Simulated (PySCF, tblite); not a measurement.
# CH₆AsGeN₂ radical: geometry, infrared bands and EPR parameters

Wanted: the infrared bands and EPR parameters of CH₆AsGeN₂ radical (`[H][Ge@OH2]([NH2])([AsH2])[CH]=[N]`), by calculation.

Programs: tblite 0.8.0 and PySCF 2.14.0, with density-fitted response routines of our own. Each step states its level of theory. These are calculated values for one molecule in the gas phase, unless marked as measured. Atoms count from 0, in the outputs and in this text.

## Step 1: Starting geometry

11 atoms, charge 0, multiplicity 2; geometry from: force field or distance geometry start.

Bonds of the start (Å): N0–C1 1.29, C1–Ge2 1.92, Ge2–N3 1.86, Ge2–As4 2.39, C1–H5 1.08, Ge2–H6 1.56, N3–H7 1.06, N3–H8 1.05, As4–H9 1.56, As4–H10 1.56.

## Step 2: Relaxing the molecule with GFN2-xTB

What the job is given:

```
{"job": {"kind": "relax", "xc": "GFN2-xTB", "basis": "xTB"}, "charge": 0, "multiplicity": 2}
N      0.721300     1.934100     1.056900
C     -0.045000     1.717800     0.036700
Ge    -0.527600    -0.089700    -0.398600
N     -1.463800    -0.842400     1.015500
As     1.436800    -1.372600    -0.842900
H     -0.400300     2.539200    -0.561200
H     -1.441400    -0.069900    -1.663500
H     -0.789700    -0.887700     1.830900
H     -1.664800    -1.840200     0.753800
H      2.051500    -0.222400    -1.707300
H      2.128300    -0.863600     0.453800
```

Command:

```
$ OMP_NUM_THREADS=1 python probes_run.py task.json out
```

One launch serves the whole session: the jobs run in the order shown.

What it wrote:

```text
step      E/eV     max force
  0    -414.13632    6.124
  1    -414.29018    7.884
  2    -414.55192    1.825
  3    -414.59524    0.923
  4    -414.65138    0.850
  5    -414.67413    0.648
  6    -414.70225    0.419
  7    -414.71504    0.319
  8    -414.72341    0.262
  9    -414.72991    0.266
 10    -414.73752    0.339
 11    -414.74459    0.275
 12    -414.74905    0.150
 13    -414.75166    0.154
 14    -414.75434    0.181
 15    -414.75768    0.167
 16    -414.76097    0.189
 17    -414.76323    0.154
 18    -414.76466    0.084
 19    -414.76579    0.093
 20    -414.76688    0.089
 21    -414.76792    0.135
 22    -414.76896    0.142
 23    -414.77025    0.133
 24    -414.77181    0.129
 25    -414.77316    0.078
 26    -414.77409    0.079
 27    -414.77502    0.092
 28    -414.77642    0.142
 29    -414.77849    0.167
 30    -414.78094    0.146
 31    -414.78317    0.147
 32    -414.78504    0.174
 33    -414.78687    0.159
 34    -414.78901    0.142
 35    -414.79164    0.176
 36    -414.79493    0.448
 37    -414.79886    0.877
 38    -414.79430    0.965
 39    -414.81994    0.382
 40    -414.82563    1.409
 41    -414.84916    0.621
 42    -414.87288    0.437
 43    -414.91399    1.617
 44    -414.95113    0.611
 45    -414.98037    0.508
 46    -414.96981    1.359
 47    -414.99965    0.281
 48    -415.00534    0.270
 49    -415.01917    0.365
 50    -415.02805    0.275
 51    -415.04180    0.381
 52    -415.05147    0.310
 53    -415.05865    0.281
 54    -415.06191    0.129
 55    -415.06395    0.184
 56    -415.06563    0.152
 57    -415.06739    0.191
 58    -415.06994    0.208
 59    -415.07250    0.222
 60    -415.07547    0.136
 61    -415.07796    0.163
 62    -415.08023    0.154
 63    -415.08237    0.139
 64    -415.08437    0.113
 65    -415.08607    0.090
 66    -415.08734    0.095
 67    -415.08848    0.108
 68    -415.08967    0.138
 69    -415.09116    0.159
 70    -415.09290    0.145
 71    -415.09451    0.111
 72    -415.09559    0.072
 73    -415.09613    0.051
 74    -415.09645    0.045
 75    -415.09676    0.052
 76    -415.09714    0.061
 77    -415.09758    0.070
 78    -415.09795    0.081
 79    -415.09826    0.047
 80    -415.09854    0.042
 81    -415.09899    0.051
 82    -415.09978    0.071
 83    -415.10118    0.107
 84    -415.10289    0.224
 85    -415.10473    0.171
 86    -415.10494    0.674
 87    -415.10615    0.159
 88    -415.10661    0.069
 89    -415.10712    0.131
 90    -415.10778    0.456
 91    -415.10858    0.254
 92    -415.10994    0.108
 93    -415.10209    1.556
 94    -415.11093    0.237
 95    -415.11158    0.087
 96    -415.11285    0.281
 97    -415.11340    0.448
 98    -415.11419    0.113
 99    -415.11500    0.076
100    -415.11471    0.647
101    -415.11616    0.105
102    -415.11666    0.060
103    -415.11631    0.524
104    -415.11736    0.067
105    -415.11775    0.082
106    -415.10253    2.008
107    -415.11897    0.096
108    -415.11984    0.080
109    -415.11642    1.582
110    -415.12232    0.141
111    -415.12408    0.069
112    -415.11201    1.932
113    -415.12582    0.068
114    -415.12698    0.077
115    -415.11857    1.658
116    -415.12868    0.109
117    -415.12959    0.160
118    -415.12998    0.783
119    -415.13151    0.249
120    -415.13214    0.240
121    -415.13491    0.443
122    -415.13656    0.117
123    -415.13842    0.124
124    -415.13983    0.131
125    -415.14120    0.119
126    -415.14201    0.088
127    -415.14265    0.096
128    -415.14280    0.337
129    -415.14358    0.113
130    -415.14416    0.083
131    -415.14575    0.065
132    -415.15003    0.239
133    -415.15537    0.677
134    -415.16465    0.298
135    -415.17426    0.919
136    -415.17945    0.938
137    -415.18816    0.237
138    -415.19105    0.513
139    -415.19530    0.417
140    -415.20156    0.211
141    -415.20616    0.282
142    -415.21020    0.206
143    -415.21301    0.233
144    -415.21532    0.335
145    -415.21790    0.253
146    -415.22010    0.326
147    -415.22175    0.243
148    -415.22249    0.190
149    -415.22308    0.160
150    -415.22379    0.133
151    -415.22430    0.121
152    -415.22473    0.099
153    -415.22512    0.081
154    -415.22546    0.062
155    -415.22579    0.058
156    -415.22629    0.071
157    -415.22711    0.093
158    -415.22847    0.124
159    -415.23025    0.136
160    -415.23191    0.122
161    -415.23319    0.128
162    -415.23438    0.124
163    -415.23578    0.102
164    -415.23802    0.099
165    -415.23932    0.116
166    -415.24001    0.124
167    -415.24032    0.116
168    -415.24052    0.107
169    -415.24071    0.089
170    -415.24090    0.069
171    -415.24106    0.046
172    -415.24118    0.056
173    -415.24126    0.053
174    -415.24130    0.046
175    -415.24133    0.029
176    -415.24136    0.017
177    -415.24139    0.009
```

Wall time 1.4 s (1 thread of Arm Neoverse N1, shared host); peak memory 0.18 GiB.

The steps of the relaxation: (not every step is listed)

```tsv
step	energy from step 0 (eV)	largest force (eV/Å)
0	0.0000	6.1236
1	-0.1539	7.8837
2	-0.4156	1.8253
3	-0.4589	0.9233
4	-0.5151	0.8497
5	-0.5378	0.6476
6	-0.5659	0.4192
7	-0.5787	0.3188
8	-0.5871	0.2622
24	-0.6355	0.1290
40	-0.6893	1.4095
56	-0.9293	0.1518
72	-0.9593	0.0722
88	-0.9703	0.0695
104	-0.9810	0.0672
120	-0.9958	0.2396
136	-1.0431	0.9376
152	-1.0884	0.0986
168	-1.1042	0.1075
172	-1.1049	0.0562
173	-1.1049	0.0527
174	-1.1050	0.0459
175	-1.1050	0.0289
176	-1.1050	0.0168
177	-1.1051	0.0094
```

Distances of close pairs at the start and the end, largest changes first:

```tsv
bond	before (Å)	after (Å)	change (Å)
C1–Ge2	1.921	3.635	+1.715
N0–C1	1.294	1.142	-0.152
Ge2–As4	2.388	2.475	+0.087
Ge2–H6	1.561	1.622	+0.062
As4–H9	1.565	1.506	-0.058
As4–H10	1.555	1.503	-0.052
N3–H7	1.059	1.010	-0.049
N3–H8	1.051	1.008	-0.043
```

The next job starts from the end point, and lists it.

## Step 3: Harmonic vibrations with GFN2-xTB

What the job is given:

```
{"job": {"kind": "ir", "xc": "GFN2-xTB", "basis": "xTB"}, "charge": 0, "multiplicity": 2}
N      0.041328     1.649018     0.699532
C      0.078265     2.769207     0.480896
Ge    -0.590412    -0.587741    -0.743771
N     -1.232397    -1.318698     0.823583
As     1.757353    -1.363945    -0.629267
H      0.107462     3.804853     0.268099
H     -1.296594    -1.704633    -1.684798
H     -0.967820    -0.853231     1.680029
H     -2.202123    -1.587318     0.888873
H      2.104825    -0.669669    -1.920022
H      2.205537    -0.135173     0.110880
```

What it wrote:

```text
mode    cm-1     km/mol
  1      26.7      7.66
  2      39.6      1.40
  3      66.4      9.51
  4      75.0      2.71
  5     105.0      4.67
  6     121.6      0.30
  7     174.7     16.77
  8     195.0      0.51
  9     244.8      6.89
 10     442.7     95.94
 11     509.2    151.45
 12     553.0      2.15
 13     572.5     72.47
 14     617.6     37.42
 15     621.6     40.10
 16     711.7     38.62
 17     765.2      8.16
 18     768.0    141.07
 19    1014.8    146.58
 20    1343.7   1168.40
 21    1497.4     33.74
 22    1876.9    822.06
 23    1899.5    563.60
 24    2226.5    122.81
 25    3288.0     26.13
 26    3431.5      3.90
 27    3468.1      1.76
```

It took 0.42 s on 1 thread of Arm Neoverse N1, shared host; peak memory 0.18 GiB.

The strongest bands and the atoms that carry them (share of the mass-weighted mode):

```tsv
cm⁻¹	km/mol	atoms
443	95.9	H6 51 %, H10 29 %, H8 11 %
509	151.4	N3 39 %, H7 29 %, H8 14 %
768	141.1	H6 35 %, H7 30 %, H8 16 %, N3 12 %
1015	146.6	H9 49 %, H10 49 %
1344	1168.4	H6 98 %
1877	822.1	H9 90 %
1900	563.6	H10 90 %
2226	122.8	N0 47 %, C1 42 %, H5 12 %
```

The optimised geometry no longer has the bonds of the starting formula, so what follows describes that rearranged structure.

## Step 4: g tensor and hyperfine couplings: B3LYP/def2-TZVP-core+pcH-1

Same as in step 3 but for these lines:

```diff
@@ -1,2 +1,2 @@
-{"job": {"kind": "ir", "xc": "GFN2-xTB", "basis": "xTB"}, "charge": 0, "multiplicity": 2}
+{"job": {"kind": "epr", "basis": "pcH-1"}, "charge": 0, "multiplicity": 2}
 N      0.041328     1.649018     0.699532
```

With the program's defaults for keys left out, this is: UKS B3LYP, def2-TZVP-core on As Ge, pcH-1 on C H N, non-relativistic, mean-field spin-orbit, GIAO.

What it wrote:

```text
UKS, coarse grid
  cycle   1  E = -4464.02298902  |g| = 1.91e+00
  cycle   2  E = -4463.64595067  |g| = 1.36e+00
  cycle   3  E = -4463.78919465  |g| = 1.00e+00
  cycle   4  E = -4464.15445384  |g| = 2.89e-01
  cycle   5  E = -4464.17314384  |g| = 1.42e-01
  cycle   6  E = -4464.18094506  |g| = 4.36e-02
  cycle   7  E = -4464.18166887  |g| = 7.16e-03
  cycle   8  E = -4464.18168720  |g| = 2.55e-03
  cycle   9  E = -4464.18168897  |g| = 1.21e-03
  cycle  10  E = -4464.18169062  |g| = 5.81e-04
UKS, final grid
  cycle   1  E = -4464.18170858  |g| = 6.63e-04
  cycle   2  E = -4464.18170797  |g| = 1.37e-03
  cycle   3  E = -4464.18170879  |g| = 1.19e-04
  cycle   4  E = -4464.18170880  |g| = 9.06e-05
  cycle   5  E = -4464.18170880  |g| = 3.32e-05
  cycle   6  E = -4464.18170880  |g| = 1.72e-05
E = -4464.18170880 Eh   <S^2> = 0.7545 (exact 0.7500)
g shifts (ppm)      1          2          3
  rmc          -186       -186       -186
  gc              4         18         35
  oz_so         608       1880      22334
  total         429       1713      22185
hyperfine (MHz)  atom isotope    a_iso     a_fc   dipolar eigenvalues
    0   14N      12.49      12.49     -1.08     -0.04      1.11
    1   13C       4.30       4.29     -3.82     -3.46      7.29
    2  73Ge    -244.98    -247.00    -44.01     21.16     22.85
    3   14N       4.11       3.80    -10.24     -9.98     20.23
    4  75As     -55.96     -49.23    -75.52    -69.48    144.99
    5    1H      -2.26      -2.27     -2.42     -0.56      2.98
    6    1H     162.56     162.50     -3.42     -0.23      3.65
    7    1H      -9.47      -9.64    -11.61     -2.95     14.56
    8    1H     -14.23     -14.40    -11.72     -2.68     14.39
    9    1H      -4.84      -4.97     -4.22      0.57      3.65
   10    1H       3.16       3.04     -4.10      0.42      3.68
```

It took 6.9 min on 1 thread of Arm Neoverse N1, shared host; peak memory 1.6 GiB.

Principal g values 2.00275, 2.00403, 2.02450; g(iso) = 2.01043, against 2.00232 for a free electron.

Hyperfine couplings, nucleus by nucleus at this fixed geometry (no averaging over rotations):

```tsv
nuclei	isotope	a(iso) (MHz)	a(iso) (G, at g = 2.0023)	largest dipolar term (MHz)
Ge2	73Ge	-245.0	-87.4	-44.0
H6	1H	162.6	58.0	3.7
As4	75As	-56.0	-20.0	145.0
H8	1H	-14.2	-5.1	14.4
N0	14N	12.5	4.5	1.1
H7	1H	-9.5	-3.4	14.6
H9	1H	-4.8	-1.7	-4.2
C1	13C	4.3	1.5	7.3
N3	14N	4.1	1.5	20.2
H10	1H	3.2	1.1	-4.1
H5	1H	-2.3	-0.8	3.0
```

Mulliken spin populations:

```tsv
atom	value (e)
N0	-0.01
C1	0.03
Ge2	0.49
N3	0.19
As4	0.22
H5	0.00
H6	0.09
H7	-0.01
H8	-0.01
H9	0.00
H10	0.00
```

The fields below are evaluated on a grid from the run's orbitals.

ELF in a plane through or near 3 of the atoms.

Ten even steps from '0' (0.00) to '9' (0.98):
```
0000000000000000000000000000
0000000000000000000000000000
0000000000001110000000000000
0000000012335651000000000000
0000000146668872000000000000
0000000367622641100000000000
0000000267434244200000000000
0000000146733432000000000000
0000000002577620022331000000
0000000001123311777764310000
0000000035542204947767640000
0000000268885207828747850000
0000000268347203877765410000
0000000599975200333442000000
0000000699941000001110000000
0000000156410000000000000000
0000000000000000000000000000
0000000000000000000000000000
0000000000000000000000000000
0000000000000000000000000000
```
The map spans 12.6 Å across and 10.9 Å up, centred on the molecule. Atoms in the plane (x, y in Å): N0 (1.7, -0.6), N3 (-1.5, -1.3), H8 (-2.0, -2.1).

log10 of the density (e/Å³) in the same plane.

Ten even steps from '0' (-4.0) to '9' (1.5):
```
0000000000000000000000000000
0000000001112111000000000000
0000000112333332100000000000
0000000233445543210000000000
0000001344566654321000000000
0000012345677665432000000000
0000012346688765432110000000
0000012345677655433322100000
0000012345566654444443321000
0000012345566655666665432000
0000012455666556787776542000
0000012457776556798776542000
0000012467886545666665432000
0000012467776544444444321000
0000002456654322233332110000
0000001234433210011110000000
0000000011111000000000000000
0000000000000000000000000000
0000000000000000000000000000
0000000000000000000000000000
```
The map spans 12.6 Å across and 10.9 Å up, centred on the molecule. Atoms in the plane (x, y in Å): N0 (1.7, -0.6), N3 (-1.5, -1.3), H8 (-2.0, -2.1).

On the surface of density 0.002 e/bohr³ the electrostatic potential runs, from the 1st to the 99th percentile, from -1.44 V near N3 to 2.61 V near H5.

The spin density lies nearest to Ge2 44 %; As4 17 %; N3 14 %; H6 11 %.

## Step 5: Results

```
                                                                  quantity                    value
                                 strongest single infrared mode (GFN2-xTB)   1344 cm⁻¹, 1168 km/mol
                                              zero-point energy (GFN2-xTB)            38.1 kcal/mol
                                                            g(iso) (B3LYP)                  2.01043
                                                                      ⟨S²⟩       0.755 (exact 0.75)
                                                            largest a(iso)  73Ge on Ge2, -245.0 MHz
potential on the surface of density 0.002 e/bohr³, 1st and 99th percentile       -1.44 V and 2.61 V
```

**Reading.** Over 177 steps the energy fell by 1.105 eV; of the close pairs, C1–Ge2 changed most, 1.921 to 3.635 Å. The frame itself reshapes: C1···Ge2 goes from 1.92 to 3.64 Å. All 27 modes are real, so the xTB geometry is a minimum. The strongest single mode, at 1344 cm⁻¹, moves mainly H6. GFN2-xTB is a fitted tight-binding method: band positions and strengths are rough. Its intensities can rank the bands wrongly. The structure rearranged or came apart on optimisation; the results belong to the end geometry, not to the formula as drawn. The largest share of the spin, 0.49 e, sits on Ge2. The isotropic g lies 8.1 ppt above the free-electron value. The hyperfine terms hold no scalar relativity, which the heavier nuclei need. These values are for one conformer; the search (at its own cheap level) found 1 more, at 0.14 kcal/mol, and measured spectra average over such forms.
